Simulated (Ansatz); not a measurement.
CH7GeNSi, SMILES [CH3][GeH]1[NH][SiH2]1: an atomisation energy, run with the Python package of Ansatz (0.2.0).

`ch7gensi.py`:
```python
"""Atomisation energy of CH7GeNSi at the given geometry."""

from collections import Counter

import ansatz as az
from ase import Atoms


def energy(molecule, charge=0, unpaired=0):
    calc = (
        molecule.calculation()
        .basis(gaussian="6-31G*")  # the orbital basis, by name
        .functional("pbe", dispersion="d3bj")
    )
    if charge:
        calc = calc.charge(charge)
    if unpaired:
        calc = calc.spin("collinear", total=unpaired)
    report = calc.run(threads=1, pin="off").report
    if report["published_state_doubts"]:
        print("  doubts:", report["published_state_doubts"])
    return report["free_energy_ev"]


def main() -> None:
    atoms = Atoms(["C", "Ge", "N", "Si", "H", "H", "H", "H", "H", "H", "H"], positions=[
        (-1.2192, 1.3041, -0.2851),
        (-0.6527, -0.4438, 0.1417),
        (0.9649, -0.3193, 1.0271),
        (1.5714, -0.9207, -0.5532),
        (-2.2452, 1.2775, -0.8309),
        (-1.3784, 1.9561, 0.6338),
        (-0.503, 1.8444, -0.9586),
        (-1.5288, -1.4053, 0.9078),
        (1.0417, -1.1145, 1.7403),
        (2.1504, 0.116, -1.3287),
        (1.8643, -2.3516, -0.4736),
    ])
    molecule = az.Crystal.molecule_from_ase(atoms)

    # unpaired electrons of the ground-state atoms
    unpaired = {"C": 2, "Ge": 2, "N": 3, "Si": 2, "H": 1}
    counts = Counter(site.symbol for site in molecule.cartesian_sites)
    atom_energy = {s: energy(az.Crystal.molecule().atom(s, (0, 0, 0)), 0, unpaired[s]) for s in counts}
    whole = energy(molecule, 0, 0)
    for s, e in atom_energy.items():
        print(f"{s:2s} x{counts[s]}  {e:14.5f} eV")
    print(f"CH7GeNSi: {whole:.5f} eV")
    split = sum(counts[s] * e for s, e in atom_energy.items()) - whole
    print(f"atomisation energy (no zero-point term): {96.485332 * split:.1f} kJ/mol, {split / sum(counts.values()):.3f} eV an atom")


if __name__ == "__main__":
    main()
```

What does it cost to take this molecule apart into atoms?

3462.9 kJ/mol from the electronic energies, without the zero-point term.

The run itself:

Output of `python ch7gensi.py`:
```text
C  x1     -1028.12444 eV
Ge x1    -56499.84710 eV
N  x1     -1483.36869 eV
Si x1     -7869.58850 eV
H  x7       -13.53580 eV
CH7GeNSi: -67011.57022 eV
atomisation energy (no zero-point term): 3462.9 kJ/mol, 3.263 eV an atom
```

Total energies depend on the basis set; only differences at equal settings carry meaning. The geometry is a force-field or estimated start, not a minimum of this method, and the basis set is short of its limit. All parts are taken at fixed geometry, without zero-point energy. This functional overbinds, so such energies come out a few per cent too high (LDA far more). Finished in 5.2 s on 1 thread of Arm Neoverse V1, on a shared host, peak memory 0.22 GiB.

(Lines on the test bed's own set-up are left out of the output.)
